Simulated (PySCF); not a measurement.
# C₃H₉Sb: NMR shieldings

What do calculations give for the NMR shieldings of C₃H₉Sb (`[CH3][Sb]([CH3])[CH3]`)?

Computed with PySCF 2.14.0 and routines of our own; the level stands in each step. Atoms count from 0.

## 1. The system as given

13 atoms, charge 0, multiplicity 1; geometry from: GFN2-xTB.

## 2. NMR shieldings: PBE0/pcJ-1 Sb:dyall-v2z, spin–orbit

Job settings and geometry (Å):

```
{"job": {"xc": "PBE0", "basis": {"default": "pcJ-1", "Sb": "dyall-v2z"}, "rel": "so", "kind": "hnmr"}, "charge": 0, "multiplicity": 1}
Sb     0.012520     0.004660     1.225650
C      1.822590    -0.004210     0.032840
H      2.451830     0.833450     0.310340
H      1.566310     0.072930    -1.018260
H      2.370120    -0.924480     0.203070
C     -0.908800     1.575830     0.048930
H     -0.802450     1.353950    -1.007210
H     -0.436380     2.527090     0.265540
H     -1.961650     1.644600     0.295930
C     -0.910710    -1.571140     0.058040
H     -1.980370    -1.576940     0.233870
H     -0.502770    -2.532390     0.347940
H     -0.720240    -1.403360    -0.996680
```

Method: PBE0/pcJ-1 Sb:dyall-v2z GIAO NMR shielding, X2C with spin-orbit coupling, screened-nuclear two-electron part, Gaussian nuclei, gas phase.

Run with:

```
$ OMP_NUM_THREADS=1 python heavy_run.py task.json out
```

The driver reads the jobs from task.json and runs them one after another.

The log of the run:

```text
spin-free SCF
coarse grid: 45816 points
cycle   1  E = -6600.0641278323  dE = -3.153e-01  |g| = 4.984e-01  |ddm| = 2.783e+00
cycle   2  E = -6600.0270158633  dE =  3.711e-02  |g| = 5.923e-01  |ddm| = 8.682e-01
cycle   3  E = -6600.1205356632  dE = -9.352e-02  |g| = 6.138e-02  |ddm| = 5.267e-01
cycle   4  E = -6600.1212466055  dE = -7.109e-04  |g| = 3.198e-02  |ddm| = 9.352e-02
cycle   5  E = -6600.1213445416  dE = -9.794e-05  |g| = 3.352e-03  |ddm| = 2.330e-02
cycle   6  E = -6600.1213472990  dE = -2.757e-06  |g| = 5.037e-04  |ddm| = 4.632e-03
final grid: 96016 points
cycle   7  E = -6600.1221062363  dE = -3.295e-06  |g| = 3.596e-03  |ddm| = 1.659e-03
cycle   8  E = -6600.1221062158  dE =  2.048e-08  |g| = 5.094e-04  |ddm| = 9.469e-04
cycle   9  E = -6600.1221061763  dE =  3.953e-08  |g| = 6.489e-04  |ddm| = 1.087e-03
cycle  10  E = -6600.1221062892  dE = -1.129e-07  |g| = 5.323e-05  |ddm| = 5.832e-04
cycle  11  E = -6600.1221062895  dE = -3.593e-10  |g| = 4.835e-06  |ddm| = 4.024e-05
converged SCF energy = -6600.1221062895
two-component SCF
cycle   1  E = -6599.3887285724  dE = -6.599e+03  |FDS-SDF| = 1.054e+02
cycle   2  E = -6601.0758610702  dE = -1.687e+00  |FDS-SDF| = 3.493e-01
cycle   3  E = -6601.0764432221  dE = -5.822e-04  |FDS-SDF| = 1.233e-02
cycle   4  E = -6601.0764600707  dE = -1.685e-05  |FDS-SDF| = 7.004e-03
cycle   5  E = -6601.0764630666  dE = -2.996e-06  |FDS-SDF| = 1.584e-03
cycle   6  E = -6601.0764638121  dE = -7.454e-07  |FDS-SDF| = 5.142e-04
cycle   7  E = -6601.0764639252  dE = -1.132e-07  |FDS-SDF| = 1.878e-04
cycle   8  E = -6601.0764639398  dE = -1.455e-08  |FDS-SDF| = 5.082e-05
converged, E = -6601.0764639398

Field gradients (au) and densities at the nuclei (bohr^-3)
atom        Vxx        Vyy        Vzz        centre      nuclear mean
  0 Sb     2.0834     2.0914    -4.1748     206236.387     200364.964
  1 C     -0.0248    -0.0374     0.0623        125.756        125.754
  2 H     -0.1588    -0.1614     0.3202          0.477          0.477
  3 H     -0.1572    -0.1612     0.3184          0.476          0.476
  4 H     -0.1584    -0.1610     0.3194          0.476          0.476
  5 C     -0.0249    -0.0374     0.0623        125.756        125.753
  6 H     -0.1574    -0.1615     0.3188          0.476          0.476
  7 H     -0.1586    -0.1613     0.3200          0.477          0.477
  8 H     -0.1590    -0.1615     0.3206          0.477          0.477
  9 C     -0.0247    -0.0369     0.0615        125.755        125.753
 10 H     -0.1586    -0.1612     0.3198          0.477          0.477
 11 H     -0.1588    -0.1615     0.3204          0.477          0.477
 12 H     -0.1569    -0.1611     0.3180          0.476          0.476
without picture change
  0 Sb                          -4.5179                    442228.160

Core orbital energies (eV)
atom   shell        mean    spread
  0 Sb 1s       -30343.387   0.000
  0 Sb 2s        -4640.592   0.000
  0 Sb 3s         -919.527   0.000
  0 Sb 4s         -154.806   0.000
  0 Sb 5s          -16.648   0.000
  0 Sb 2p1/2     -4338.032   0.000
  0 Sb 2p3/2     -4086.675   0.014
  0 Sb 3p1/2      -795.686   0.000
  0 Sb 3p3/2      -748.796   0.042
  0 Sb 4p1/2      -112.380   0.000
  0 Sb 4p3/2      -103.677   0.108
  0 Sb 3d3/2      -530.792   0.042
  0 Sb 3d5/2      -521.190   0.054
  0 Sb 4d3/2       -36.218   0.138
  0 Sb 4d5/2       -34.943   0.188

Shielding tensors (ppm)
atom      isotropic    diamagn.    paramagn.     s11        s22        s33       span
  0 Sb     3524.37     4845.72    -1321.35    3462.58    3465.50    3645.04     182.45
  1 C       189.69      251.52      -61.82     182.54     192.29     194.25      11.71
  2 H        31.02       30.61        0.41      25.06      27.30      40.68      15.62
  3 H        31.01       31.49       -0.48      25.19      28.56      39.27      14.08
  4 H        31.04       30.67        0.37      25.14      27.42      40.57      15.43
  5 C       189.92      251.50      -61.59     182.13     193.18     194.43      12.30
  6 H        31.00       31.50       -0.50      25.22      28.52      39.26      14.04
  7 H        31.03       30.63        0.40      25.13      27.33      40.62      15.49
  8 H        31.08       30.68        0.41      25.14      27.38      40.72      15.58
  9 C       190.20      251.54      -61.34     182.05     194.10     194.46      12.41
 10 H        31.09       30.71        0.38      25.15      27.47      40.64      15.50
 11 H        31.05       30.63        0.42      25.08      27.32      40.73      15.65
 12 H        30.97       31.49       -0.53      25.13      28.53      39.23      14.10
```

It took 2.1 min on 1 thread of Intel Xeon 6975P-C, shared host; peak memory 1.6 GiB.

From this job:

| quantity | value |
| --- | --- |
| energy from spin-orbit coupling | -0.9544 Eh |

The fields below are evaluated on a grid from the run's orbitals.

Frontier orbitals at PBE0/dyall-v2z+pcJ-1, with the share of their density that lies nearest to each atom:

| orbital | energy (eV) | lies on |
| --- | --- | --- |
| HOMO | -6.48 | Sb0 62 %; C1, C5, C9 about 7 % each |
| LUMO | 0.38 | Sb0 47 %; C5, C9 about 8 % each; H7, H11 about 8 % each |

ELF in a plane through or near 9 of the atoms.

Ten even steps from ' ' (0.00) to '@' (1.00):
```
                                                        
                                                        
                                                        
                    ..**%%##==..                        
                    ##@@@@@@%%==--##%%##::              
                    ++@@@@@@%%**%%@@@@@@##..            
                    ..**####::..##@@@@@@##::            
          ..==::      ..==**==--**####++..              
        ==@@@@@@##--....::++##**==..                    
      ..##@@@@@@@@##++++--::::::::..  ..::::..          
        ==%%@@@@++..++##==::::==++++==**%%@@##          
          ::==**--::==**==::==####--##@@@@@@@@==        
          ::%%@@@@@@**--....::++==**--%%@@@@%%::        
          --@@@@@@@@**      ::%%@@@@##++----..          
          ..##@@@@%%--      --@@@@@@@@**..              
                ..          ::@@@@@@%%++                
                              ..----..                  
                                                        
                                                        
                                                        
```
The map spans 10.3 Å across and 10.3 Å up, centred on the molecule. Atoms in the plane (x, y in Å): C1 (-1.7, -0.6), H2 (-2.1, -1.6), H4 (-2.5, 0.1), C5 (1.4, -1.2), H7 (1.2, -2.3), H8 (2.4, -1.0), C9 (0.4, 1.8), H10 (1.4, 2.1), H11 (-0.3, 2.6).

On the surface of density 0.002 e/bohr³ the electrostatic potential runs, from the 1st to the 99th percentile, from -0.64 to 0.84 V.

## 3. NMR shieldings: PBE0/pcJ-1 Sb:dyall-v2z, spin–orbit

Settings changed since step 2:

```diff
@@ -1,2 +1,2 @@
-{"job": {"xc": "PBE0", "basis": {"default": "pcJ-1", "Sb": "dyall-v2z"}, "rel": "so", "kind": "hnmr"}, "charge": 0, "multiplicity": 1}
+{"job": {"xc": "PBE0", "basis": {"default": "pcJ-1", "Sb": "dyall-v2z"}, "rel": "so", "snso": false, "kind": "hnmr"}, "charge": 0, "multiplicity": 1}
 Sb     0.012520     0.004660     1.225650
```

Level: PBE0/pcJ-1 Sb:dyall-v2z GIAO NMR shielding, X2C with spin-orbit coupling, one-electron part alone, Gaussian nuclei, gas phase.

The log of the run:

```text
spin-free SCF
coarse grid: 45816 points
cycle   1  E = -6600.0641278323  dE = -3.153e-01  |g| = 4.984e-01  |ddm| = 2.783e+00
cycle   2  E = -6600.0270158633  dE =  3.711e-02  |g| = 5.923e-01  |ddm| = 8.682e-01
cycle   3  E = -6600.1205356632  dE = -9.352e-02  |g| = 6.138e-02  |ddm| = 5.267e-01
cycle   4  E = -6600.1212466055  dE = -7.109e-04  |g| = 3.198e-02  |ddm| = 9.352e-02
cycle   5  E = -6600.1213445416  dE = -9.794e-05  |g| = 3.352e-03  |ddm| = 2.330e-02
cycle   6  E = -6600.1213472990  dE = -2.757e-06  |g| = 5.037e-04  |ddm| = 4.632e-03
final grid: 96016 points
cycle   7  E = -6600.1221062363  dE = -3.295e-06  |g| = 3.596e-03  |ddm| = 1.659e-03
cycle   8  E = -6600.1221062158  dE =  2.048e-08  |g| = 5.094e-04  |ddm| = 9.469e-04
cycle   9  E = -6600.1221061763  dE =  3.953e-08  |g| = 6.489e-04  |ddm| = 1.087e-03
cycle  10  E = -6600.1221062892  dE = -1.129e-07  |g| = 5.323e-05  |ddm| = 5.832e-04
cycle  11  E = -6600.1221062895  dE = -3.593e-10  |g| = 4.835e-06  |ddm| = 4.024e-05
converged SCF energy = -6600.1221062895
two-component SCF
cycle   1  E = -6599.3252170410  dE = -6.599e+03  |FDS-SDF| = 1.095e+02
cycle   2  E = -6601.1622861176  dE = -1.837e+00  |FDS-SDF| = 3.652e-01
cycle   3  E = -6601.1629394888  dE = -6.534e-04  |FDS-SDF| = 1.347e-02
cycle   4  E = -6601.1629578924  dE = -1.840e-05  |FDS-SDF| = 7.734e-03
cycle   5  E = -6601.1629613532  dE = -3.461e-06  |FDS-SDF| = 1.705e-03
cycle   6  E = -6601.1629621709  dE = -8.177e-07  |FDS-SDF| = 5.480e-04
cycle   7  E = -6601.1629622990  dE = -1.280e-07  |FDS-SDF| = 2.012e-04
cycle   8  E = -6601.1629623159  dE = -1.689e-08  |FDS-SDF| = 5.507e-05
converged, E = -6601.1629623159

Field gradients (au) and densities at the nuclei (bohr^-3)
atom        Vxx        Vyy        Vzz        centre      nuclear mean
  0 Sb     2.0838     2.0919    -4.1757     206242.778     200371.372
  1 C     -0.0249    -0.0374     0.0623        125.756        125.754
  2 H     -0.1588    -0.1614     0.3202          0.477          0.477
  3 H     -0.1572    -0.1612     0.3184          0.476          0.476
  4 H     -0.1584    -0.1610     0.3194          0.476          0.476
  5 C     -0.0249    -0.0374     0.0623        125.756        125.753
  6 H     -0.1574    -0.1615     0.3188          0.476          0.476
  7 H     -0.1586    -0.1613     0.3200          0.477          0.477
  8 H     -0.1590    -0.1615     0.3206          0.477          0.477
  9 C     -0.0247    -0.0369     0.0616        125.755        125.753
 10 H     -0.1586    -0.1612     0.3198          0.477          0.477
 11 H     -0.1588    -0.1615     0.3204          0.477          0.477
 12 H     -0.1569    -0.1611     0.3180          0.476          0.476
without picture change
  0 Sb                          -4.5190                    442226.803

Core orbital energies (eV)
atom   shell        mean    spread
  0 Sb 1s       -30343.246   0.000
  0 Sb 2s        -4640.555   0.000
  0 Sb 3s         -919.517   0.000
  0 Sb 4s         -154.804   0.000
  0 Sb 5s          -16.648   0.000
  0 Sb 2p1/2     -4345.309   0.000
  0 Sb 2p3/2     -4083.420   0.015
  0 Sb 3p1/2      -797.033   0.000
  0 Sb 3p3/2      -748.189   0.042
  0 Sb 4p1/2      -112.634   0.000
  0 Sb 4p3/2      -103.562   0.108
  0 Sb 3d3/2      -532.209   0.041
  0 Sb 3d5/2      -520.259   0.054
  0 Sb 4d3/2       -36.406   0.137
  0 Sb 4d5/2       -34.821   0.188

Shielding tensors (ppm)
atom      isotropic    diamagn.    paramagn.     s11        s22        s33       span
  0 Sb     3521.92     4846.14    -1324.22    3456.26    3459.17    3650.33     194.06
  1 C       189.92      251.52      -61.60     182.70     193.00     194.05      11.36
  2 H        31.01       30.60        0.40      25.04      27.29      40.68      15.64
  3 H        30.98       31.49       -0.51      25.14      28.53      39.26      14.12
  4 H        31.03       30.66        0.37      25.12      27.40      40.57      15.46
  5 C       190.14      251.50      -61.36     182.29     193.59     194.55      12.26
  6 H        30.97       31.50       -0.53      25.17      28.48      39.26      14.09
  7 H        31.02       30.63        0.39      25.11      27.32      40.62      15.51
  8 H        31.07       30.67        0.40      25.12      27.37      40.72      15.60
  9 C       190.43      251.54      -61.11     182.20     193.97     195.12      12.91
 10 H        31.07       30.70        0.37      25.13      27.46      40.64      15.52
 11 H        31.03       30.62        0.41      25.06      27.31      40.73      15.67
 12 H        30.94       31.49       -0.55      25.09      28.50      39.23      14.14
```

Wall time 2 min (1 thread of Intel Xeon 6975P-C, shared host); peak memory 1.6 GiB.

From this job:

| quantity | value |
| --- | --- |
| energy from spin-orbit coupling | -1.0409 Eh |

## 4. NMR shieldings: PBE0/pcJ-1 Sb:dyall-v2z, spin-free

Settings changed since step 3:

```diff
@@ -1,2 +1,2 @@
-{"job": {"xc": "PBE0", "basis": {"default": "pcJ-1", "Sb": "dyall-v2z"}, "rel": "so", "snso": false, "kind": "hnmr"}, "charge": 0, "multiplicity": 1}
+{"job": {"xc": "PBE0", "basis": {"default": "pcJ-1", "Sb": "dyall-v2z"}, "rel": "sf", "kind": "hnmr"}, "charge": 0, "multiplicity": 1}
 Sb     0.012520     0.004660     1.225650
```

Level: PBE0/pcJ-1 Sb:dyall-v2z GIAO NMR shielding, spin-free X2C, Gaussian nuclei, gas phase.

The log of the run:

```text
spin-free SCF
coarse grid: 45816 points
cycle   1  E = -6600.0641278323  dE = -3.153e-01  |g| = 4.984e-01  |ddm| = 2.783e+00
cycle   2  E = -6600.0270158633  dE =  3.711e-02  |g| = 5.923e-01  |ddm| = 8.682e-01
cycle   3  E = -6600.1205356632  dE = -9.352e-02  |g| = 6.138e-02  |ddm| = 5.267e-01
cycle   4  E = -6600.1212466055  dE = -7.109e-04  |g| = 3.198e-02  |ddm| = 9.352e-02
cycle   5  E = -6600.1213445416  dE = -9.794e-05  |g| = 3.352e-03  |ddm| = 2.330e-02
cycle   6  E = -6600.1213472990  dE = -2.757e-06  |g| = 5.037e-04  |ddm| = 4.632e-03
final grid: 96016 points
cycle   7  E = -6600.1221062363  dE = -3.295e-06  |g| = 3.596e-03  |ddm| = 1.659e-03
cycle   8  E = -6600.1221062158  dE =  2.048e-08  |g| = 5.094e-04  |ddm| = 9.469e-04
cycle   9  E = -6600.1221061763  dE =  3.953e-08  |g| = 6.489e-04  |ddm| = 1.087e-03
cycle  10  E = -6600.1221062892  dE = -1.129e-07  |g| = 5.323e-05  |ddm| = 5.832e-04
cycle  11  E = -6600.1221062895  dE = -3.593e-10  |g| = 4.835e-06  |ddm| = 4.024e-05
converged SCF energy = -6600.1221062895
check of the scalar solution
cycle   1  E = -6600.1221062895  dE = -6.600e+03  |FDS-SDF| = 4.835e-06
cycle   2  E = -6600.1221062895  dE =  1.546e-11  |FDS-SDF| = 4.472e-06
converged, E = -6600.1221062895

Field gradients (au) and densities at the nuclei (bohr^-3)
atom        Vxx        Vyy        Vzz        centre      nuclear mean
  0 Sb     2.0765     2.0846    -4.1611     206100.805     200229.273
  1 C     -0.0245    -0.0372     0.0617        125.756        125.753
  2 H     -0.1588    -0.1614     0.3202          0.477          0.477
  3 H     -0.1571    -0.1612     0.3184          0.476          0.476
  4 H     -0.1584    -0.1610     0.3194          0.476          0.476
  5 C     -0.0246    -0.0372     0.0617        125.755        125.753
  6 H     -0.1573    -0.1615     0.3188          0.476          0.476
  7 H     -0.1586    -0.1613     0.3200          0.477          0.477
  8 H     -0.1590    -0.1615     0.3206          0.477          0.477
  9 C     -0.0244    -0.0366     0.0610        125.755        125.753
 10 H     -0.1586    -0.1612     0.3198          0.477          0.477
 11 H     -0.1588    -0.1615     0.3204          0.477          0.477
 12 H     -0.1569    -0.1611     0.3180          0.476          0.476
without picture change
  0 Sb                          -4.5039                    442243.108

Core orbital energies (eV)
atom   shell        mean    spread
  0 Sb 1s       -30344.867   0.000
  0 Sb 2s        -4640.930   0.000
  0 Sb 3s         -919.628   0.000
  0 Sb 4s         -154.837   0.000
  0 Sb 5s          -16.654   0.000
  0 Sb 2p        -4167.313   0.021
  0 Sb 3p         -763.891   0.062
  0 Sb 4p         -106.482   0.159
  0 Sb 3d         -525.077   0.060
  0 Sb 4d          -35.467   0.223

Shielding tensors (ppm)
atom      isotropic    diamagn.    paramagn.     s11        s22        s33       span
  0 Sb     2660.33     5276.04    -2615.70    2626.17    2675.92    2678.91      52.74
  1 C       180.23      252.51      -72.28     171.08     174.87     194.74      23.66
  2 H        31.27       30.59        0.68      25.50      27.64      40.66      15.16
  3 H        31.54       31.48        0.06      26.07      29.28      39.27      13.20
  4 H        31.30       30.65        0.65      25.59      27.78      40.54      14.95
  5 C       180.43      252.50      -72.07     171.78     174.77     194.73      22.95
  6 H        31.53       31.49        0.05      26.09      29.25      39.26      13.17
  7 H        31.28       30.61        0.67      25.56      27.70      40.59      15.03
  8 H        31.34       30.66        0.68      25.58      27.74      40.69      15.11
  9 C       180.71      252.53      -71.82     173.06     174.38     194.70      21.63
 10 H        31.35       30.69        0.65      25.60      27.84      40.60      15.01
 11 H        31.30       30.61        0.69      25.52      27.66      40.71      15.19
 12 H        31.51       31.48        0.02      26.03      29.25      39.23      13.21
```

Wall time 43 s (1 thread of Intel Xeon 6975P-C, shared host); peak memory 1.4 GiB.

## 5. NMR shieldings: PBE0/pcJ-1 Sb:dyall-v2z, spin-free

Settings changed since step 4:

```diff
@@ -1,2 +1,2 @@
-{"job": {"xc": "PBE0", "basis": {"default": "pcJ-1", "Sb": "dyall-v2z"}, "rel": "sf", "kind": "hnmr"}, "charge": 0, "multiplicity": 1}
+{"job": {"xc": "PBE0", "basis": {"default": "pcJ-1", "Sb": "dyall-v2z"}, "rel": "sf", "two": true, "kind": "hnmr"}, "charge": 0, "multiplicity": 1}
 Sb     0.012520     0.004660     1.225650
```

Method: PBE0/pcJ-1 Sb:dyall-v2z GIAO NMR shielding, X2C without spin-orbit coupling but with the spin-dependent field terms, Gaussian nuclei, gas phase.

The log of the run:

```text
spin-free SCF
coarse grid: 45816 points
cycle   1  E = -6600.0641278323  dE = -3.153e-01  |g| = 4.984e-01  |ddm| = 2.783e+00
cycle   2  E = -6600.0270158633  dE =  3.711e-02  |g| = 5.923e-01  |ddm| = 8.682e-01
cycle   3  E = -6600.1205356632  dE = -9.352e-02  |g| = 6.138e-02  |ddm| = 5.267e-01
cycle   4  E = -6600.1212466055  dE = -7.109e-04  |g| = 3.198e-02  |ddm| = 9.352e-02
cycle   5  E = -6600.1213445416  dE = -9.794e-05  |g| = 3.352e-03  |ddm| = 2.330e-02
cycle   6  E = -6600.1213472990  dE = -2.757e-06  |g| = 5.037e-04  |ddm| = 4.632e-03
final grid: 96016 points
cycle   7  E = -6600.1221062363  dE = -3.295e-06  |g| = 3.596e-03  |ddm| = 1.659e-03
cycle   8  E = -6600.1221062158  dE =  2.048e-08  |g| = 5.094e-04  |ddm| = 9.469e-04
cycle   9  E = -6600.1221061763  dE =  3.953e-08  |g| = 6.489e-04  |ddm| = 1.087e-03
cycle  10  E = -6600.1221062892  dE = -1.129e-07  |g| = 5.323e-05  |ddm| = 5.832e-04
cycle  11  E = -6600.1221062895  dE = -3.593e-10  |g| = 4.835e-06  |ddm| = 4.024e-05
converged SCF energy = -6600.1221062895
two-component SCF
cycle   1  E = -6600.1221062891  dE = -6.600e+03  |FDS-SDF| = 4.835e-06
cycle   2  E = -6600.1221062891  dE = -5.457e-12  |FDS-SDF| = 4.472e-06
converged, E = -6600.1221062891

Field gradients (au) and densities at the nuclei (bohr^-3)
atom        Vxx        Vyy        Vzz        centre      nuclear mean
  0 Sb     2.0765     2.0846    -4.1611     206100.805     200229.273
  1 C     -0.0245    -0.0372     0.0617        125.756        125.753
  2 H     -0.1588    -0.1614     0.3202          0.477          0.477
  3 H     -0.1571    -0.1612     0.3184          0.476          0.476
  4 H     -0.1584    -0.1610     0.3194          0.476          0.476
  5 C     -0.0246    -0.0372     0.0617        125.755        125.753
  6 H     -0.1573    -0.1615     0.3188          0.476          0.476
  7 H     -0.1586    -0.1613     0.3200          0.477          0.477
  8 H     -0.1590    -0.1615     0.3206          0.477          0.477
  9 C     -0.0244    -0.0366     0.0610        125.755        125.753
 10 H     -0.1586    -0.1612     0.3198          0.477          0.477
 11 H     -0.1588    -0.1615     0.3204          0.477          0.477
 12 H     -0.1569    -0.1611     0.3180          0.476          0.476
without picture change
  0 Sb                          -4.5039                    442243.108

Core orbital energies (eV)
atom   shell        mean    spread
  0 Sb 1s       -30344.867   0.000
  0 Sb 2s        -4640.930   0.000
  0 Sb 3s         -919.628   0.000
  0 Sb 4s         -154.837   0.000
  0 Sb 5s          -16.654   0.000
  0 Sb 2p1/2     -4167.320   0.000
  0 Sb 2p3/2     -4167.310   0.021
  0 Sb 3p1/2      -763.912   0.000
  0 Sb 3p3/2      -763.881   0.062
  0 Sb 4p1/2      -106.535   0.000
  0 Sb 4p3/2      -106.455   0.159
  0 Sb 3d3/2      -525.107   0.000
  0 Sb 3d5/2      -525.057   0.015
  0 Sb 4d3/2       -35.569   0.000
  0 Sb 4d5/2       -35.399   0.080

Shielding tensors (ppm)
atom      isotropic    diamagn.    paramagn.     s11        s22        s33       span
  0 Sb     3586.35     4839.32    -1252.97    3551.40    3602.34    3605.32      53.92
  1 C       181.47      251.63      -70.16     172.32     176.12     195.96      23.63
  2 H        31.26       30.59        0.68      25.49      27.64      40.66      15.17
  3 H        31.53       31.47        0.06      26.06      29.28      39.26      13.20
  4 H        31.29       30.65        0.65      25.58      27.78      40.53      14.96
  5 C       181.67      251.61      -69.95     173.03     176.02     195.95      22.92
  6 H        31.53       31.48        0.04      26.08      29.24      39.26      13.18
  7 H        31.28       30.61        0.66      25.55      27.69      40.59      15.04
  8 H        31.33       30.66        0.68      25.57      27.73      40.69      15.12
  9 C       181.95      251.65      -69.70     174.31     175.63     195.92      21.61
 10 H        31.34       30.69        0.65      25.59      27.83      40.60      15.01
 11 H        31.29       30.61        0.68      25.51      27.65      40.71      15.20
 12 H        31.50       31.48        0.02      26.02      29.25      39.23      13.21
```

It took 90 s on 1 thread of Intel Xeon 6975P-C, shared host; peak memory 1.6 GiB.

(Part 1 of 2 ends here.)
